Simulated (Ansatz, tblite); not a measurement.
# The cluster Al₂Te₄−: rung by rung

One table from this session's results is given with a row withheld; the runs are named, their logs left out.

The runs use Ansatz 0.2.0, Gaussian basis; as each input shows.

Plan: GFN1-xTB, GFN2-xTB, PBE-D4/def2-SVP, r2SCAN-D4/def2-SVP, LDA/def2-SVP, revPBE-D4/def2-SVP, HSE06-D4/def2-SVP, MP2/def2-SVPD, RPA/def2-SVPD.

10 further runs of the same task are left out: 4 that didn't finish, 6 set aside as unsound or not needed.

### The structure

The geometry is that of the doublet, from an earlier relaxation (PBE-D4/def2-SVPD). At that level it is the lowest of the isomers that a small search found.

6 atoms, charge -1, spin multiplicity 2.

Bond lengths: Al1–Te3 2.586 Å, Al1–Te5 2.585 Å, Al1–Te6 2.475 Å, Al2–Te3 2.585 Å, Al2–Te4 2.475 Å, Al2–Te5 2.586 Å. Angles: Te3–Al1–Te5 106.7°, Te3–Al1–Te6 126.5°, Te5–Al1–Te6 126.9°, Te3–Al2–Te4 126.6°, Te3–Al2–Te5 106.7°, Te4–Al2–Te5 126.7°, Al1–Te3–Al2 73.3°, Al1–Te5–Al2 73.3°.

Te takes a core potential in the def2 sets. No spin-orbit coupling is included. The ion is computed in the gas phase, without counter-ions or solvent.

PBE0-D4/def2-SVP was run before; its log isn't repeated, and its numbers join the tables.

Set-up of the first run:

Tight binding, by tblite at 300 K electronic temperature and without a spin-polarisation term:

```python
tblite.interface.Calculator('GFN1-xTB', numbers, positions, charge=-1, uhf=1).singlepoint()
```

Tight binding, by tblite at 300 K electronic temperature and without a spin-polarisation term:

```python
tblite.interface.Calculator('GFN2-xTB', numbers, positions, charge=-1, uhf=1).singlepoint()
```

start.molden holds the orbitals of an earlier run on this state, given as this run's starting guess.

in.yaml

```yaml
crystal:
  periodic: [false, false, false]
  atoms:
    - {symbol: Al, position_ang: [1.499917, 0.362234, -0.048418]}
    - {symbol: Al, position_ang: [-1.501440, -0.355974, 0.047546]}
    - {symbol: Te, position_ang: [0.231589, -1.193457, -1.678390]}
    - {symbol: Te, position_ang: [-3.904006, -0.944240, 0.133195]}
    - {symbol: Te, position_ang: [-0.235503, 1.208778, 1.670770]}
    - {symbol: Te, position_ang: [3.909444, 0.922649, -0.124702]}
basis:
  gaussian: {orbitals: def2-SVP, initial_orbitals: start.molden}
total_charge: -1
magnetization: {spin_polarized: true, initial_magnetization: 1}
hamiltonian: {xc: pbe, dispersion: d4}
scf: {omitted_lower_state_checks: [starts]}
output: {forces: true, orbitals: {seedname: orbitals}}
```

Command:

```
> ansatz run in.yaml --threads 4 --pin off --events-out ev --progress --plain --max-ram 4787MiB
```

Among the steps run: PBE-D4/def2-SVP; r2SCAN-D4/def2-SVP; LDA/def2-SVP; revPBE-D4/def2-SVP; HSE06-D4/def2-SVP; MP2/def2-SVPD; RPA/def2-SVPD.

One table of the session follows, with a row left open; its other results are not shown here.

```
             level  HOMO (eV)  LUMO (eV)  gap (eV)
      LDA/def2-SVP      -1.86      -1.73      0.13
   PBE-D4/def2-SVP      -1.72      -1.50      0.22
revPBE-D4/def2-SVP          ?          ?         ?
r2SCAN-D4/def2-SVP      -1.92      -1.63      0.28
  PBE0-D4/def2-SVP      -2.14      -1.30      0.83
 HSE06-D4/def2-SVP      -1.89      -1.55      0.34
```

Q: Estimate the row for revPBE-D4/def2-SVP from the others.

As computed: HOMO (eV): -1.68; LUMO (eV): -1.43; gap (eV): 0.24. In the column «HOMO (eV)» it is the highest.
